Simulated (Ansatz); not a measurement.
# HfTi3O8: the band gap up the ladder of functionals

The task here is to estimate one member of a computed series from the others.

The runs shown are made with Ansatz 0.2.0. PAW datasets, plane waves. Simulation only: spin-unpolarised, and no claim that this is the phase found in nature.

## The system as given

The cell was relaxed beforehand with r2SCAN.

Space group Cmmm (No. 65), orthorhombic; conventional cell a = 6.560 Å, b = 6.607 Å, c = 6.053 Å, 10.93 Å³ an atom. Near Ti stand 6 O at 1.94–2.02 Å; near Ti stand 6 O at 1.96–1.98 Å; near O stand 3 Ti at 1.96–2.02 Å; near O stand 2 Ti at 1.94–1.97 Å and 1 Hf at 2.06 Å; near Hf stand 6 O at 2.06–2.07 Å.

Coordinates:

```cif
data_structure
_symmetry_space_group_name_H-M 'Cmmm'
_symmetry_Int_Tables_number 65
_cell_length_a 6.5598
_cell_length_b 6.6066
_cell_length_c 6.0535
_cell_angle_alpha 90.000
_cell_angle_beta 90.000
_cell_angle_gamma 90.000
_cell_volume 262.34
loop_
_atom_site_label
_atom_site_type_symbol
_atom_site_symmetry_multiplicity
_atom_site_Wyckoff_symbol
_atom_site_fract_x
_atom_site_fract_y
_atom_site_fract_z
_atom_site_occupancy
Ti1 Ti 2 b 0.00000 0.50000 0.00000 1
Ti2 Ti 4 k 0.00000 0.00000 0.75537 1
O1 O 4 i 0.00000 0.19463 0.00000 1
O2 O 8 o 0.19984 0.50000 0.76344 1
Hf1 Hf 2 c 0.00000 0.50000 0.50000 1
O3 O 4 j 0.00000 0.18672 0.50000 1
```

Set-up of the first run:

input.yaml reads:

```yaml
crystal:
  lattice:
    - [3.3033061213, -3.2798872153, 0.0]
    - [3.3033061213, 3.2798872153, 0.0]
    - [0.0, 0.0, 6.0534612629]
  atoms:
    - { symbol: Ti, position: [0.5, 0.5, 0.0] }
    - { symbol: Ti, position: [0.0, 0.0, 0.7553700239] }
    - { symbol: O, position: [0.1946327053, 0.1946327053, 0.0] }
    - { symbol: O, position: [0.8053672947, 0.8053672947, 0.0] }
    - { symbol: O, position: [0.6998449041, 0.3001550959, 0.7634434712] }
    - { symbol: O, position: [0.3001550959, 0.6998449041, 0.7634434712] }
    - { symbol: Hf, position: [0.5, 0.5, 0.5] }
    - { symbol: Ti, position: [0.0, 0.0, 0.2446299761] }
    - { symbol: O, position: [0.1867176041, 0.1867176041, 0.5] }
    - { symbol: O, position: [0.8132823959, 0.8132823959, 0.5] }
    - { symbol: O, position: [0.6998449041, 0.3001550959, 0.2365565288] }
    - { symbol: O, position: [0.3001550959, 0.6998449041, 0.2365565288] }
kpoints:
  mp_grid: { grid: [6, 6, 4] }
  band_path:
    path:
      - [[0.0, 0.0, 0.0], [0.5, 0.5, -1.020771641098e-33], [0.5035322023699, 0.4964677976301, 1.022665706842e-20]]
      - [[0.4964677976301, -0.4964677976301, 1.437405159763e-18], [0.0, 0.0, 0.0], [1.947639116987e-36, -1.357987774797e-35, 0.5], [0.4964677976301, -0.4964677976301, 0.5]]
      - [[0.5035322023699, 0.4964677976301, 0.5], [0.5, 0.5, 0.5], [0.5, 0.5, -1.020771641098e-33]]
      - [[0.0, 0.0, 0.0], [0.5, 3.16100283963e-18, 7.238159084158e-19], [0.5, 2.947899268483e-18, 0.5], [1.947639116987e-36, -1.357987774797e-35, 0.5], [0.5, 0.5, 0.5]]
    npoints: 10
hamiltonian:
  xc: pbe
scf:
  occupations: { method: fermi_dirac, width: 0.02 }
  n_extra_bands: 7
output:
  forces: true
  stress: true
  eigenvalues: true
```

Among the steps run: PBE band path; r2SCAN at the same geometry; Single point with HSE06; PBE+SOC; PBE0 at the same geometry.

One table of the session follows, with a row left open; its other results are not shown here.

| level | gap (eV) |
| --- | --- |
| PBE | 2.01 |
| r2SCAN | 2.36 |
| HSE06 | ? |
| PBE+SOC | 2.01 |
| PBE0 | 4.28 |

Q: Estimate the row for HSE06 from the others.

The run gave: gap (eV): 3.52. In the column «gap (eV)» it lies between r2SCAN (2.36) and PBE0 (4.28).

Meshes: PBE 6×6×4, r2SCAN 6×6×4, HSE06 4×4×4, PBE+SOC 6×6×4, PBE0 4×4×4

What this shows: PBE gives the least gap, 2.01 eV, and PBE0 the largest, 4.28 eV. PBE reaches 57 % of the HSE06 value, and r2SCAN 67 %. PBE0 lies 0.76 eV above HSE06, which differs from it by screening the long-range exchange.

Caveats from the session: Warnings in the runs' records: stress scf threshold loose, stress exchange threshold loose.
